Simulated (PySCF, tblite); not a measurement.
**C4H16OSi3: geometry, infrared bands and NMR shifts**

Aim: predict the infrared bands and NMR shifts of C4H16OSi3 (`C[SiH2]CO[C@@H]([SiH3])C[SiH3]`).

The runs use tblite 0.8.0 and PySCF 2.14.0, with density-fitted response routines of our own; the level of theory stands in each step. All values are computed, except where a source is named. Atoms are numbered from 0 throughout.

## 1. The starting structure

24 atoms, charge 0, multiplicity 1; geometry from: force field or distance geometry start.

Bonds of the start (Å): C0–Si1 1.85, Si1–C2 1.86, C2–O3 1.38, O3–C4 1.37, C4–Si5 1.86, C4–C6 1.51, C6–Si7 1.86, C0–H8 1.11, C0–H9 1.12, C0–H10 1.10, Si1–H11 1.50, Si1–H12 1.46, C2–H13 1.12, C2–H14 1.09, C4–H15 1.11, Si5–H16 1.47, Si5–H17 1.48, Si5–H18 1.49, C6–H19 1.11, C6–H20 1.11, Si7–H21 1.47, Si7–H22 1.46, Si7–H23 1.50.

## 2. Optimising the geometry with GFN2-xTB

What the job is given:

```
{"job": {"kind": "relax", "xc": "GFN2-xTB", "basis": "xTB"}, "charge": 0, "multiplicity": 1}
C      3.128400     1.024100     0.002500
Si     2.826000    -0.477800    -1.042400
C      1.140200    -1.217100    -0.751400
O      0.215900    -0.293600    -0.298300
C     -1.051000    -0.757300    -0.053300
Si    -1.640300    -0.679400     1.704000
C     -2.115300    -0.090400    -0.888900
Si    -2.228600     1.744600    -0.618700
H      2.180100     1.287900     0.516800
H      3.427600     1.857500    -0.676700
H      3.917700     0.910800     0.759800
H      3.871400    -1.484000    -0.677100
H      2.985800    -0.145900    -2.457800
H      1.282500    -1.948400     0.088800
H      0.854800    -1.769400    -1.645400
H     -1.080200    -1.836000    -0.302100
H     -1.343000     0.592500     2.375600
H     -1.191400    -1.855600     2.482200
H     -3.123700    -0.746600     1.626200
H     -3.089700    -0.534100    -0.608100
H     -1.978100    -0.232800    -1.984600
H     -1.664800     2.185900     0.665900
H     -1.641700     2.422600    -1.764900
H     -3.694200     2.062400    -0.611300
```

Command:

```console
$ OMP_NUM_THREADS=1 python probes_run.py task.json out
```

This one command runs all jobs of the session in turn.

**Question.** This job is followed by: GFN2-xTB harmonic vibrations, gas phase; GIAO PBE0/pcSseg-1 NMR shielding, non-relativistic, gas phase. What will the session give for the following? strongest single infrared mode (GFN2-xTB); zero-point energy (GFN2-xTB); 13C shifts against TMS (PBE0/pcSseg-1); 1H shifts against TMS (PBE0/pcSseg-1, means over atoms taken as alike); 29Si shifts against TMS (PBE0/pcSseg-1); 17O shifts against H2O (PBE0/pcSseg-1).

**Answer**, as computed:

| quantity | value |
| --- | --- |
| strongest single infrared mode (GFN2-xTB) | 2185 cm⁻¹, 700 km/mol |
| zero-point energy (GFN2-xTB) | 110.9 kcal/mol |
| 13C shifts against TMS (PBE0/pcSseg-1) | 74.7, 63.1, 20.0, -8.7 ppm |
| 1H shifts against TMS (PBE0/pcSseg-1, means over atoms taken as alike) | 4.38, 4.10, 3.87, 3.85, 3.63, 3.15, 3.07, 1.44, 1.32, 0.32 ppm |
| 29Si shifts against TMS (PBE0/pcSseg-1) | -48.6, -77.1, -78.8 ppm |
| 17O shifts against H2O (PBE0/pcSseg-1) | 48.3 ppm |

Relaxing lowered the energy by 0.858 eV in 247 steps; the close pair that moved most is O3–C4, from 1.371 to 1.434 Å. No mode is imaginary among the 66: a minimum at this level. The strongest single mode, at 2185 cm⁻¹, moves mainly H23. GFN2-xTB is a fitted tight-binding method: band positions and strengths are rough. Its intensities can rank the bands wrongly. At PBE0/pcSseg-1: The widest tensor belongs to C2: span 98 ppm, with a paramagnetic part of -128 ppm.
